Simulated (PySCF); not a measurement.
# H2O5Si2: relaxation and vibrations and intensities, part 2 of 2

The task, for H2O5Si2: 2 runs in a chain (relaxation and vibrations and intensities).

PySCF 2.14.0; relaxation, pbe0, def2-tzvp, and further levels as typed in the inputs. The steps go on from the part before.

### Step 3. Vibrations and intensities: vibrations and intensities, pbe0, def2-tzvp

It takes the final geometry of step 2.

The input, run.py:

```python
from pyscf import gto, dft
from pyscf.hessian import thermo
import numpy as np
mol = gto.M(atom="mol.xyz", basis="def2-tzvp", charge=1, spin=1, verbose=4)
mf = dft.UKS(mol, xc="pbe0").density_fit().run(conv_tol=1e-9)
for i in range(6):  # look for a lower solution of the same spin
    mo, _, ok, _ = mf.stability(return_status=True)
    if ok: break
    mf.kernel(mf.make_rdm1(mo, mf.mo_occ))
print(f"converged SCF energy = {mf.e_tot:.10f}, stable: {ok}")
mol.verbose = 0; x = mol.atom_coords(); n = x.size; h = np.zeros((n, n + 3))
def point(d):  # for finite differences of the forces
    m = mol.set_geom_(x + d.reshape(-1, 3), unit="Bohr", inplace=False); s = dft.UKS(m, xc="pbe0").density_fit()
    s.grids.level = 4
    s.run(mf.make_rdm1(), conv_tol=1e-10); g = s.nuc_grad_method(); g.grid_response = True
    return np.append(g.kernel(), s.dip_moment(unit="AU", verbose=0))
for k in range(n): d = np.zeros(n); d[k] = 0.01; h[k] = (point(d) - point(-d)) / 0.02
H = (h[:, :n] + h[:, :n].T) / 2
f = thermo.harmonic_analysis(mol, H.reshape(mol.natm, 3, mol.natm, 3).transpose(0, 2, 1, 3))
print("harmonic vibrations: frequency (1/cm), infrared intensity (km/mol)")
for w, q in zip(f["freq_wavenumber"], f["norm_mode"]): t = q.ravel() @ h[:, n:]; print(f"  {w.real - w.imag:9.2f} {974.88 * t @ t:9.2f}")
```

Run with:

```console
> python run.py
```

What it wrote:

```text
[INPUT] num. atoms = 9
[INPUT] num. electrons = 69
[INPUT] charge = 1
[INPUT] spin (= nelec alpha-beta = 2S) = 1
[INPUT] symmetry False subgroup None
[INPUT] Mole.unit = angstrom
[INPUT] Symbol           X                Y                Z      unit          X                Y                Z       unit  Magmom
[INPUT]  1 H      1.577406480000  -2.120951270000   2.201819610000 AA    2.980866234314  -4.008017023848   4.160836038597 Bohr   0.0
[INPUT]  2 O      1.006414130000  -2.023775840000   1.429397980000 AA    1.901847073592  -3.824382075112   2.701170705207 Bohr   0.0
[INPUT]  3 Si     0.014310120000  -0.899329860000   1.038419270000 AA    0.027042207610  -1.699487131043   1.962328022771 Bohr   0.0
[INPUT]  4 O     -0.915103650000  -0.801029610000  -0.254545640000 AA   -1.729295274090  -1.513726580567  -0.481021545802 Bohr   0.0
[INPUT]  5 Si    -1.506602710000   0.711981940000   0.326981860000 AA   -2.847066500428   1.345450872237   0.617906163101 Bohr   0.0
[INPUT]  6 O     -1.080392230000   2.025452120000  -0.438184430000 AA   -2.041645421808   3.827549785220  -0.828048564749 Bohr   0.0
[INPUT]  7 H     -1.592934810000   2.478751870000  -1.114461680000 AA   -3.010210525186   4.684162165053  -2.106027351523 Bohr   0.0
[INPUT]  8 O     -3.108015990000   0.586508310000   0.618216010000 AA   -5.873299011869   1.108340075682   1.168258944721 Bohr   0.0
[INPUT]  9 O     -0.461330950000   0.480025920000   1.681598630000 AA   -0.871789148285   0.907117521492   3.177760862144 Bohr   0.0

nuclear repulsion = 489.147246635667
number of shells = 89
number of NR pGTOs = 372
number of NR cGTOs = 241
basis = def2-tzvp
ecp = {}

******** <class 'pyscf.df.df_jk.DFUKS'> ********
method = DFUKS
initial guess = minao
damping factor = 0
level_shift factor = 0
DIIS = <class 'pyscf.scf.diis.CDIIS'>
diis_start_cycle = 1
diis_space = 8
diis_damp = 0
SCF conv_tol = 1e-09
SCF conv_tol_grad = None
SCF max_cycles = 50
direct_scf = False
number electrons alpha = 35  beta = 34
XC library pyscf.dft.libxc version 7.0.0
    S. Lehtola, C. Steigemann, M. J.T. Oliveira, and M. A.L. Marques.,  SoftwareX 7, 1–5 (2018)
XC functionals = pbe0
    C. Adamo and V. Barone.,  J. Chem. Phys. 110, 6158 (1999)
    M. Ernzerhof and G. E. Scuseria.,  J. Chem. Phys. 110, 5029 (1999)
radial grids:
    Treutler-Ahlrichs [JCP 102, 346 (1995); DOI:10.1063/1.469408] (M4) radial grids

becke partition: Becke, JCP 88, 2547 (1988); DOI:10.1063/1.454033
pruning grids: <function nwchem_prune at 0x734016189bc0>
grids dens level: 3
symmetrized grids: False
atomic radii adjust function: <function treutler_atomic_radii_adjust at 0x73401618a8e0>
small_rho_cutoff = 0
Set gradient conv threshold to 3.16228e-05
tot grids = 128392
******** <class 'pyscf.df.df.DF'> ********
auxbasis = def2-tzvp-jkfit
init E= -957.264933866149
[... the frontier-level lines of each cycle are left out ...]


cycle= 1 E= -955.48670048254  delta_E= 1.78  |g|= 0.904  |ddm|= 2.15
cycle= 2 E= -955.168447943271  delta_E= 0.318  |g|= 1.32  |ddm|= 1.16
cycle= 3 E= -955.771460485932  delta_E= -0.603  |g|= 0.0842  |ddm|= 0.709
cycle= 4 E= -955.773114219769  delta_E= -0.00165  |g|= 0.064  |ddm|= 0.0794
cycle= 5 E= -955.774644218102  delta_E= -0.00153  |g|= 0.0108  |ddm|= 0.0351
cycle= 6 E= -955.77468547413  delta_E= -4.13e-05  |g|= 0.00815  |ddm|= 0.0104
cycle= 7 E= -955.774711573155  delta_E= -2.61e-05  |g|= 0.00267  |ddm|= 0.00538
cycle= 8 E= -955.774715114775  delta_E= -3.54e-06  |g|= 0.00141  |ddm|= 0.00232
cycle= 9 E= -955.774716040119  delta_E= -9.25e-07  |g|= 0.000525  |ddm|= 0.000961
cycle= 10 E= -955.774716367503  delta_E= -3.27e-07  |g|= 0.00022  |ddm|= 0.000717
cycle= 11 E= -955.774716495312  delta_E= -1.28e-07  |g|= 0.000155  |ddm|= 0.000439
cycle= 12 E= -955.774716575001  delta_E= -7.97e-08  |g|= 0.000147  |ddm|= 0.000326
cycle= 13 E= -955.77471665837  delta_E= -8.34e-08  |g|= 0.000109  |ddm|= 0.000366
cycle= 14 E= -955.774716753657  delta_E= -9.53e-08  |g|= 9.71e-05  |ddm|= 0.000477
cycle= 15 E= -955.774716838677  delta_E= -8.5e-08  |g|= 8.68e-05  |ddm|= 0.000466
cycle= 16 E= -955.774716940457  delta_E= -1.02e-07  |g|= 7.91e-05  |ddm|= 0.000606
cycle= 17 E= -955.774717066624  delta_E= -1.26e-07  |g|= 7.71e-05  |ddm|= 0.000858
cycle= 18 E= -955.7747172386  delta_E= -1.72e-07  |g|= 5.84e-05  |ddm|= 0.00154
cycle= 19 E= -955.774717342147  delta_E= -1.04e-07  |g|= 4.04e-05  |ddm|= 0.00162
cycle= 20 E= -955.774717365799  delta_E= -2.37e-08  |g|= 1.32e-05  |ddm|= 0.00091
cycle= 21 E= -955.774717367847  delta_E= -2.05e-09  |g|= 9.23e-06  |ddm|= 0.000263
cycle= 22 E= -955.774717368025  delta_E= -1.78e-10  |g|= 4.83e-06  |ddm|= 6.12e-05
Extra cycle  E= -955.774717368039  delta_E= -1.36e-11  |g|= 6.51e-06  |ddm|= 6.83e-06
converged SCF energy = -955.774717368039  <S^2> = 0.75321533  2S+1 = 2.0032127
uhf_internal: lowest eigs of H = [0.01349634 0.14334263 0.2840806 ]
<class 'pyscf.df.df_jk.DFUKS'> wavefunction is stable in the internal stability analysis
converged SCF energy = -955.7747173680, stable: True
harmonic vibrations: frequency (1/cm), infrared intensity (km/mol)
      97.91      0.71
     169.96      2.27
     218.03      4.22
     228.92     29.77
     269.77     21.75
     292.26    145.19
     321.13      1.91
     348.84    161.81
     444.85     51.68
     501.58     11.81
     599.20    142.65
     646.62    118.08
     695.00    208.33
     734.69    159.72
     914.60      5.54
     971.70    213.55
    1036.69    204.96
    1079.86    159.94
    1261.40    206.93
    3837.06    510.22
    3882.17    310.86
```

Run time: 69 min. Hardware: 3 threads of Intel Xeon Platinum 8259CL at 2.50GHz (Skylake/Cascade Lake), shared host.

Harmonic frequencies from the force constants, with isotope-averaged masses (PySCF's default) and rigid motions projected out (i: imaginary):

```
mode  cm⁻¹  IR (km/mol)
   1    98          0.7
   2   170          2.3
   3   218          4.2
   4   229         29.8
   5   270         21.8
   6   292        145.2
   7   321          1.9
   8   349        161.8
   9   445         51.7
  10   502         11.8
  11   599        142.7
  12   647        118.1
  13   695        208.3
  14   735        159.7
  15   915          5.5
  16   972        213.6
  17  1037        205.0
  18  1080        159.9
  19  1261        206.9
  20  3837        510.2
  21  3882        310.9
```

### Step 4. Results

The summary covers parts 1 to 2.

```
                     quantity            value
harmonic frequencies (step 3)  98 to 3882 cm⁻¹
   zero-point energy (step 3)         1.150 eV
```

What this shows: In step 3 all modes are real: a minimum.
